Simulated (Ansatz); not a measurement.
This script makes a ranking of polymorphs by energy of 2 structures of CsH with Ansatz 0.2.0 through its Python package.

The script, `csh_polymorphs.py`:
```python
import csv
import warnings

import ansatz as az
import numpy as np
import spglib

config = {
    "cutoff_ev": 470,
    "kspacing": 0.3,
    "occupations": "fixed",
}

PHASES = {
    "Pm-3m": (
        [[3.81840854, 0.0, 0.0], [0.0, 3.81840854, 0.0], [0.0, 0.0, 3.81840854]],
        [
            ("Cs", [0.0, 0.0, 0.0]),
            ("H", [0.5, 0.5, 0.5]),
        ],
    ),
    "Fm-3m": (
        [[0.0, 3.188, 3.188], [3.188, 0.0, 3.188], [3.188, 3.188, 0.0]],
        [
            ("Cs", [0.0, 0.0, 0.0]),
            ("H", [0.5, 0.5, 0.5]),
        ],
    ),
}


def build(vectors, sites):
    crystal = az.Crystal(lattice=az.Lattice.of(vectors))
    for symbol, position in sites:
        crystal = crystal.atom(symbol, position)
    return crystal


def solve(name, crystal):
    calc = (
        crystal.calculation()
        .functional(az.Functional.LDA)
        .basis(config["cutoff_ev"])
        .kpoints(spacing=config["kspacing"])
        .occupations(config["occupations"])
        .stress()
        .band_table()
    )
    calc = calc.relax(force_tolerance=0.01, max_steps=40, cell=True)
    return calc.run(threads=1)


def space_group(outcome):
    sites = outcome.report["lattice"]["sites"]
    kinds = sorted({site["symbol"] for site in sites})
    cell = (outcome.lattice.cell_ang, [site["position_frac"] for site in sites], [kinds.index(site["symbol"]) for site in sites])
    return spglib.get_spacegroup(cell, symprec=0.01)


def volume_per_atom(outcome):
    return abs(np.linalg.det(outcome.lattice.cell_ang)) / len(outcome.lattice.sites)


def main() -> None:
    warnings.simplefilter("ignore", az.DeckWarning)

    phases = {name: build(*cell) for name, cell in PHASES.items()}

    done = {}
    for name, crystal in phases.items():
        try:
            done[name] = solve(name, crystal)
        except az.NonConvergedError as error:
            print(name, "did not converge:", str(error)[:120])

    energy = {name: o.report["free_energy_ev"] / len(o.lattice.sites) for name, o in done.items()}
    lowest = min(energy.values())
    rows = [(name, len(o.lattice.sites), 1000 * (energy[name] - lowest), space_group(o), volume_per_atom(o)) for name, o in done.items()]
    rows.sort(key=lambda row: row[2])
    with open("polymorphs.csv", "w", newline="") as handle:
        writer = csv.writer(handle)
        writer.writerow(["phase", "atoms", "dE (meV/atom)", "space group", "V (A^3/atom)"])
        writer.writerows([round(v, 4) if isinstance(v, float) else v for v in row] for row in rows)
    print(open("polymorphs.csv").read())
    print("order:", " < ".join(row[0] for row in rows))


if __name__ == "__main__":
    main()
```

Which of these structures comes out lowest, and how far apart are they?

By space group at the end of each run: Pm-3m (+0 meV an atom, 24.1 Å³) and Fm-3m (+16 meV an atom, 28.4 Å³).

What the script printed:

```console
$ python csh_polymorphs.py
phase,atoms,dE (meV/atom),space group,V (A^3/atom)
Pm-3m,2,0.0,Pm-3m (221),24.079
Fm-3m,2,15.964,Fm-3m (225),28.3907

order: Pm-3m < Fm-3m
```

The cells come from databases of deposited and of computed structures, and not all need be stable phases. The ranking holds among these structures alone, at zero temperature; the ground state may be another structure. Differences under 10 to 15 meV an atom lie within the error of mesh and functional. Timing: 8.6 s on 1 thread of Arm Neoverse V2, on a shared host, peak memory 0.37 GiB.
